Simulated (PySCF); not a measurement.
# C₃H₃BCl₂: electronic excitations and core binding energies

Aim: predict the electronic excitations and core binding energies of C₃H₃BCl₂ (`C=C=CB(Cl)Cl`).

The runs use PySCF 2.14.0, with density-fitted response routines of our own; the level of theory stands in each step. All values are computed, except where a source is named. Atoms are numbered from 0 throughout.

## (1) The starting structure

9 atoms, charge 0, multiplicity 1; geometry from: GFN2-xTB.

Bonds of the start (Å): C0–C1 1.29, C1–C2 1.31, C2–B3 1.54, B3–Cl4 1.72, B3–Cl5 1.73, C0–H6 1.08, C0–H7 1.08, C2–H8 1.08.

## (2) TDDFT and polarisability: PBE0/def2-SVPD

What the job is given:

```
{"job": {"kind": "uv", "xc": "PBE0", "basis": "def2-SVPD", "nstates": 8, "ntriplets": 3}, "charge": 0, "multiplicity": 1}
C     -1.950502     0.236801     0.063778
C     -0.748961    -0.215543     0.165309
C      0.486808    -0.644200     0.251799
B      1.710756     0.159093    -0.230056
Cl     3.297819    -0.496907    -0.070549
Cl     1.532927     1.724107    -0.936108
H     -2.407295     0.815383     0.849478
H     -2.554419     0.050490    -0.808749
H      0.646428    -1.623231     0.689919
```

Level: TDDFT PBE0/def2-SVPD, vertical, gas phase, core orbitals frozen in the response.

Started as:

```
$ OMP_NUM_THREADS=1 python probes_run.py task.json out
```

This one command runs all jobs of the session in turn.

What it wrote:

```text
coarse grid: 9456 points
cycle   1  E = -1060.4171977451  dE =  7.857e-01  |g| = 3.163e-01  |ddm| = 7.056e+00
cycle   2  E = -1060.4205555353  dE = -3.358e-03  |g| = 3.130e-01  |ddm| = 1.117e+00
cycle   3  E = -1060.4448589813  dE = -2.430e-02  |g| = 4.955e-02  |ddm| = 4.984e-01
cycle   4  E = -1060.4454347878  dE = -5.758e-04  |g| = 2.466e-02  |ddm| = 1.095e-01
cycle   5  E = -1060.4455939474  dE = -1.592e-04  |g| = 8.295e-03  |ddm| = 4.588e-02
cycle   6  E = -1060.4456119343  dE = -1.799e-05  |g| = 1.081e-03  |ddm| = 1.266e-02
cycle   7  E = -1060.4456122422  dE = -3.079e-07  |g| = 5.818e-04  |ddm| = 2.992e-03
final grid: 84440 points
cycle   8  E = -1060.5567218842  dE = -1.759e-05  |g| = 4.712e-03  |ddm| = 7.468e-02
cycle   9  E = -1060.5567216302  dE =  2.540e-07  |g| = 4.799e-03  |ddm| = 1.795e-02
cycle  10  E = -1060.5567282839  dE = -6.654e-06  |g| = 9.955e-04  |ddm| = 9.407e-03
cycle  11  E = -1060.5567285349  dE = -2.510e-07  |g| = 1.469e-04  |ddm| = 1.948e-03
cycle  12  E = -1060.5567285401  dE = -5.119e-09  |g| = 4.333e-05  |ddm| = 2.938e-04
cycle  13  E = -1060.5567285405  dE = -4.534e-10  |g| = 1.216e-05  |ddm| = 1.026e-04
converged SCF energy = -1060.5567285405

Static polarisability (au): isotropic 80.631, principal 52.117 71.123 118.653

Singlet excitations
state   eV       nm        f      main configurations
  1   4.5682    271.4   0.00000   H->L 0.98
  2   5.5234    224.5   0.00001   H-2->L 0.99
  3   5.6780    218.4   0.36465   H-1->L 0.95
  4   6.0026    206.6   0.00007   H-4->L 0.97
  5   6.4692    191.7   0.00000   H-1->L+1 0.98
  6   6.5152    190.3   0.10948   H-3->L 0.96
  7   7.3948    167.7   0.00744   H->L+2 0.89
  8   7.4981    165.4   0.45375   H->L+1 0.78

Triplet excitations (Tamm-Dancoff, eV): 3.8706 4.2106 4.8624
```

Run time: 31 s. Hardware: 1 thread of Arm Neoverse V1, shared host; peak memory 0.62 GiB.

The orbitals next to the gap, with their largest atomic shares:

```
orbital     eV                        atoms
 HOMO−3  -9.50  Cl5 46 %, Cl4 44 %, B3 10 %
 HOMO−2  -9.00           Cl5 57 %, Cl4 34 %
 HOMO−1  -8.35     C2 37 %, C1 29 %, C0 8 %
   HOMO  -8.19    C0 38 %, C1 31 %, C2 10 %
   LUMO  -2.02    B3 29 %, C1 21 %, C2 14 %
 LUMO+1  -0.10    C1 30 %, C0 30 %, C2 11 %
 LUMO+2   0.27  B3 46 %, Cl5 12 %, Cl4 12 %
```

With each of the 8 states as a Gaussian band of 0.4 eV half-width at 1/e, the curve within the window shown has maxima at 218 nm (ε 15,000), 192 nm (ε 4,700), 165 nm (ε 19,000) L/(mol cm). Beyond the last state computed it falls off for lack of states. The curve at chosen wavelengths:

```json
{"nm": "159", "ε (L/mol/cm)": "10577"}
{"nm": "165", "ε (L/mol/cm)": "18625"}
{"nm": "171", "ε (L/mol/cm)": "12953"}
{"nm": "177", "ε (L/mol/cm)": "5127"}
{"nm": "183", "ε (L/mol/cm)": "3641"}
{"nm": "190", "ε (L/mol/cm)": "4648"}
{"nm": "196", "ε (L/mol/cm)": "4620"}
{"nm": "202", "ε (L/mol/cm)": "5758"}
{"nm": "208", "ε (L/mol/cm)": "9604"}
{"nm": "214", "ε (L/mol/cm)": "13751"}
{"nm": "220", "ε (L/mol/cm)": "14638"}
{"nm": "226", "ε (L/mol/cm)": "11739"}
{"nm": "232", "ε (L/mol/cm)": "7363"}
{"nm": "239", "ε (L/mol/cm)": "3288"}
{"nm": "245", "ε (L/mol/cm)": "1365"}
{"nm": "251", "ε (L/mol/cm)": "490"}
{"nm": "257", "ε (L/mol/cm)": "155"}
{"nm": "263", "ε (L/mol/cm)": "45"}
{"nm": "269", "ε (L/mol/cm)": "12"}
{"nm": "275", "ε (L/mol/cm)": "3"}
{"nm": "281", "ε (L/mol/cm)": "1"}
{"nm": "288", "ε (L/mol/cm)": "0"}
{"nm": "294", "ε (L/mol/cm)": "0"}
{"nm": "300", "ε (L/mol/cm)": "0"}
{"nm": "306", "ε (L/mol/cm)": "0"}
{"nm": "312", "ε (L/mol/cm)": "0"}
```

Ground-state properties from the same run:

```
           property  computed
  dipole moment (D)      2.17
polarisability (Å³)     11.95
 HOMO–LUMO gap (eV)      6.17
      −ε(HOMO) (eV)      8.19
```

## (3) Core holes by ΔSCF: SCAN, X2C

Same as in step 2 but for these lines:

```diff
@@ -1,2 +1,2 @@
-{"job": {"kind": "uv", "xc": "PBE0", "basis": "def2-SVPD", "nstates": 8, "ntriplets": 3}, "charge": 0, "multiplicity": 1}
+{"job": {"kind": "xps"}, "charge": 0, "multiplicity": 1}
 C     -1.950502     0.236801     0.063778
```

Method: delta-SCF UKS SCAN, pcX-2 on the ionised atom, pcseg-1 elsewhere, spin-free X2C.

What it wrote:

```text
ground state, core basis on atom 0 (C), 138 functions
  cycle   1  E = -1063.90296063  |g| = 4.21e-01
  cycle   2  E = -1063.89128261  |g| = 4.65e-01
  cycle   3  E = -1063.94892723  |g| = 7.67e-02
  cycle   4  E = -1063.95036919  |g| = 3.99e-02
  cycle   5  E = -1063.95080005  |g| = 1.41e-02
  cycle   6  E = -1063.95085473  |g| = 1.99e-03
  cycle   7  E = -1063.95085541  |g| = 1.27e-03
  cycle   8  E = -1063.95085287  |g| = 2.68e-04
  E(ground) = -1063.96477447 Eh
hole in C 1s of atom 0
  cycle   1  E = -1052.68385168  |g| = 1.51e+00
  cycle   2  E = -1050.29705769  |g| = 2.21e+00
  cycle   3  E = -1052.66602138  |g| = 8.83e-01
  cycle   4  E = -1053.17044226  |g| = 4.34e-01
  cycle   5  E = -1053.24000477  |g| = 2.03e-01
  cycle   6  E = -1053.25775046  |g| = 9.53e-02
  cycle   7  E = -1053.26288396  |g| = 1.87e-02
  cycle   8  E = -1053.26309021  |g| = 8.65e-03
  cycle   9  E = -1053.26315591  |g| = 4.30e-03
  cycle  10  E = -1053.26318947  |g| = 2.71e-03
  cycle  11  E = -1053.26322094  |g| = 2.07e-03
  cycle  12  E = -1053.26324405  |g| = 1.67e-03
  cycle  13  E = -1053.26326028  |g| = 1.13e-03
  cycle  14  E = -1053.26327074  |g| = 4.86e-04
  E(ion) = -1053.27652251 Eh   <S^2> = 0.7889   hole on atom = 1.000   binding energy = 290.842 eV
ground state, core basis on atom 1 (C), 138 functions
  cycle   1  E = -1063.95207666  |g| = 6.24e-02
  cycle   2  E = -1063.95140495  |g| = 5.90e-02
  cycle   3  E = -1063.95190174  |g| = 3.90e-02
  cycle   4  E = -1063.95229517  |g| = 7.10e-03
  cycle   5  E = -1063.95230615  |g| = 4.45e-04
  E(ground) = -1063.96700670 Eh
hole in C 1s of atom 1
  cycle   1  E = -1052.65280121  |g| = 1.51e+00
  cycle   2  E = -1047.43670508  |g| = 2.76e+00
  cycle   3  E = -1052.42405691  |g| = 9.90e-01
  cycle   4  E = -1053.12550696  |g| = 4.45e-01
  cycle   5  E = -1053.09042585  |g| = 5.16e-01
  cycle   6  E = -1053.24609998  |g| = 9.72e-02
  cycle   7  E = -1053.24992763  |g| = 3.84e-02
  cycle   8  E = -1053.25094917  |g| = 1.20e-02
  cycle   9  E = -1053.25126907  |g| = 1.06e-02
  cycle  10  E = -1053.25151801  |g| = 7.87e-03
  cycle  11  E = -1053.25172241  |g| = 4.10e-03
  cycle  12  E = -1053.25175981  |g| = 1.90e-03
  cycle  13  E = -1053.25176279  |g| = 1.41e-03
  cycle  14  E = -1053.25176547  |g| = 3.20e-04
  E(ion) = -1053.26503899 Eh   <S^2> = 0.9144   hole on atom = 1.000   binding energy = 291.215 eV
ground state, core basis on atom 2 (C), 138 functions
  cycle   1  E = -1063.95031236  |g| = 6.22e-02
  cycle   2  E = -1063.94959278  |g| = 5.94e-02
  cycle   3  E = -1063.95011980  |g| = 3.88e-02
  cycle   4  E = -1063.95052028  |g| = 7.26e-03
  cycle   5  E = -1063.95053285  |g| = 7.88e-04
  cycle   6  E = -1063.95053283  |g| = 3.34e-04
  E(ground) = -1063.96434956 Eh
hole in C 1s of atom 2
  cycle   1  E = -1052.69000577  |g| = 1.51e+00
  cycle   2  E = -1051.57124141  |g| = 2.02e+00
  cycle   3  E = -1053.04762176  |g| = 6.20e-01
  cycle   4  E = -1053.17930358  |g| = 3.93e-01
  cycle   5  E = -1053.26355896  |g| = 1.16e-01
  cycle   6  E = -1053.26896923  |g| = 4.17e-02
  cycle   7  E = -1053.26990631  |g| = 1.08e-02
  cycle   8  E = -1053.26998569  |g| = 6.17e-03
  cycle   9  E = -1053.27002449  |g| = 3.09e-03
  cycle  10  E = -1053.27005349  |g| = 2.47e-03
  cycle  11  E = -1053.27008215  |g| = 1.91e-03
  cycle  12  E = -1053.27010726  |g| = 1.49e-03
  cycle  13  E = -1053.27011941  |g| = 8.66e-04
  cycle  14  E = -1053.27012167  |g| = 2.91e-04
  E(ion) = -1053.28262018 Eh   <S^2> = 0.7874   hole on atom = 1.000   binding energy = 290.665 eV
ground state, core basis on atom 3 (B), 138 functions
  cycle   1  E = -1063.94388259  |g| = 6.45e-02
  cycle   2  E = -1063.94166566  |g| = 9.90e-02
  cycle   3  E = -1063.94440898  |g| = 2.41e-02
  cycle   4  E = -1063.94452984  |g| = 1.38e-02
  cycle   5  E = -1063.94458310  |g| = 4.99e-04
  cycle   6  E = -1063.94458461  |g| = 3.34e-04
  E(ground) = -1063.96030640 Eh
hole in B 1s of atom 3
  cycle   1  E = -1056.24590588  |g| = 1.18e+00
  cycle   2  E = -1053.67412594  |g| = 2.32e+00
  cycle   3  E = -1056.37182230  |g| = 6.81e-01
  cycle   4  E = -1056.60173573  |g| = 3.45e-01
  cycle   5  E = -1056.66730843  |g| = 1.35e-01
  cycle   6  E = -1056.67459777  |g| = 8.11e-02
  cycle   7  E = -1056.67835760  |g| = 2.48e-02
  cycle   8  E = -1056.67874284  |g| = 1.11e-02
  cycle   9  E = -1056.67884246  |g| = 6.62e-03
  cycle  10  E = -1056.67889840  |g| = 3.13e-03
  cycle  11  E = -1056.67891679  |g| = 1.75e-03
  cycle  12  E = -1056.67892119  |g| = 1.14e-03
  cycle  13  E = -1056.67892370  |g| = 8.04e-04
  cycle  14  E = -1056.67892579  |g| = 5.85e-04
  cycle  15  E = -1056.67892828  |g| = 4.12e-04
  E(ion) = -1056.69038487 Eh   <S^2> = 0.8280   hole on atom = 1.000   binding energy = 197.825 eV
ground state, core basis on atom 4 (Cl), 149 functions
  cycle   1  E = -1064.13515664  |g| = 4.86e-01
  cycle   2  E = -1064.13527519  |g| = 5.32e-02
  cycle   3  E = -1064.13499473  |g| = 5.28e-02
  cycle   4  E = -1064.13542906  |g| = 2.05e-02
  cycle   5  E = -1064.13554063  |g| = 4.56e-03
  cycle   6  E = -1064.13554744  |g| = 1.19e-03
  cycle   7  E = -1064.13554686  |g| = 1.57e-04
  E(ground) = -1064.13195772 Eh
hole in Cl 1s of atom 4
  cycle   1  E = -958.92331524  |g| = 5.47e+00
  cycle   2  E = -957.46709426  |g| = 2.69e+00
  cycle   3  E = -942.50213335  |g| = 3.41e+00
  cycle   4  E = -960.09952985  |g| = 3.26e-01
  cycle   5  E = -960.05668887  |g| = 4.30e-01
  cycle   6  E = -960.15611975  |g| = 1.26e-01
  cycle   7  E = -960.16405029  |g| = 5.82e-02
  cycle   8  E = -960.16585171  |g| = 1.19e-02
  cycle   9  E = -960.16592319  |g| = 3.93e-03
  cycle  10  E = -960.16593203  |g| = 1.85e-03
  cycle  11  E = -960.16593423  |g| = 4.92e-04
  E(ion) = -960.17075409 Eh   <S^2> = 0.7521   hole on atom = 1.000   binding energy = 2828.928 eV
hole in Cl 2p of atom 4
  cycle   1  E = -1056.05906409  |g| = 1.71e+00
  cycle   2  E = -1054.38097062  |g| = 1.98e+00
  cycle   3  E = -1055.75421416  |g| = 1.09e+00
  cycle   4  E = -1056.44696357  |g| = 3.74e-01
  cycle   5  E = -1056.49736926  |g| = 2.10e-01
  cycle   6  E = -1056.51803643  |g| = 9.20e-02
  cycle   7  E = -1056.52227567  |g| = 3.59e-02
  cycle   8  E = -1056.52294897  |g| = 6.54e-03
  cycle   9  E = -1056.52297025  |g| = 2.71e-03
  cycle  10  E = -1056.52297444  |g| = 5.28e-04
  cycle  11  E = -1056.52297485  |g| = 1.27e-04
  E(ion) = -1056.52746575 Eh   <S^2> = 0.7516   hole on atom = 1.001   binding energy = 206.929 eV
  2p3/2 = 206.340 eV   2p1/2 = 207.994 eV
```

Run time: 43 s. Hardware: 1 thread of Arm Neoverse V1, shared host; peak memory 0.43 GiB.

The holes in one table. −ε is the ground-state orbital energy:

```
       hole  stands for                                environment  ΔSCF (eV; 2p as the shell's mean)  −ε (eV)   ⟨S²⟩
  C1s on C0          C0  terminal carbon of a cumulated C=C=C unit                             290.84    274.2  0.789
  C1s on C1          C1                central carbon of an allene                  291.22 (doubtful)    275.1  0.914
  C1s on C2          C2  terminal carbon of a cumulated C=C=C unit                             290.66    274.1  0.787
  B1s on B3          B3                    boron bonded to C, 2 Cl                             197.82    182.6  0.828
Cl1s on Cl4    Cl4, Cl5                       chlorine bonded to B                            2828.93   2763.9  0.752
Cl2p on Cl4    Cl4, Cl5                       chlorine bonded to B                             206.89    193.8  0.752
```

Each hole run stands for the others of its class of like atoms.

Doubtful: the ion did not converge, its hole moved, or its ⟨S²⟩ is well above 0.75.

With the spin-orbit splitting: Cl4 2p3/2 206.34, 2p1/2 207.99 eV. The table gives each 2p level as the mean over the whole 2p shell (two parts 2p3/2, one part 2p1/2), which differs a little from the single hole in the log.

## (4) What came out

```
                                                    quantity                        value
                             lowest singlet (PBE0/def2-SVPD)  4.57 eV (271 nm), f = 0.000
                    brightest single state of those computed  state 8, 7.50 eV, f = 0.454
                                              lowest triplet                      3.87 eV
C1s binding energies, SCAN/pcX-2 (standing for 2 of 3 atoms)      C0 290.84, C2 290.66 eV
                            B1s binding energies, SCAN/pcX-2                 B3 197.82 eV
                           Cl1s binding energies, SCAN/pcX-2               Cl4 2828.93 eV
                           Cl2p binding energies, SCAN/pcX-2                Cl4 206.89 eV
```

**Reading.** The lowest singlet, at 4.57 eV, is HOMO→LUMO 0.98 and is dark; of the 8 states computed, the strongest absorption comes from state 8 at 7.50 eV (the last computed, so partners may be missing). The lowest triplet lies 0.70 eV below the lowest singlet (triplets in Tamm-Dancoff, singlets in full TDDFT). The C1s levels kept as sound span 0.18 eV, from C2 (terminal carbon of a cumulated C=C=C unit) up to C0 (terminal carbon of a cumulated C=C=C unit). Only 2 of the 3 C atoms are covered by sound results.
